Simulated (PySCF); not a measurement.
# CSb: the cost of one run

Computed with PySCF 2.14.0. Level: method and basis as typed in the scripts.

3 further runs of the same task are left out: 2 for a known fault of the program, 1 that didn't finish.

## 1. The system as given

SbC⁻: 2 atoms, charge -1, spin multiplicity 1.

Bond lengths: Sb1–C2 1.957 Å.

## 2. The run that the others are compared with

File input.py:

```python
from pyscf import gto, scf, mp

mol = gto.M(
    atom='Sb 0 0 0; C 0 0 1.957',
    basis='ano-rcc-vdzp',
    charge=-1,
    spin=0,
    symmetry=True,
    verbose=4,
)
mf = scf.RHF(mol)
mf = mf.sfx2c1e()
mf.kernel()
mp.MP2(mf, frozen=19).kernel()
mf.dip_moment()
print('orbital energies (hartree):', mf.mo_energy[..., max(0, mol.nelec[1]-3):mol.nelec[0]+3].round(4))
```

The run is started by

```bash
$ OMP_NUM_THREADS=1 python input.py
```

**Question.** How long does this run take on 1 thread of Arm Neoverse N1, shared host, and how much memory does it need?

About 12 s, with a peak of 0.15 GiB.
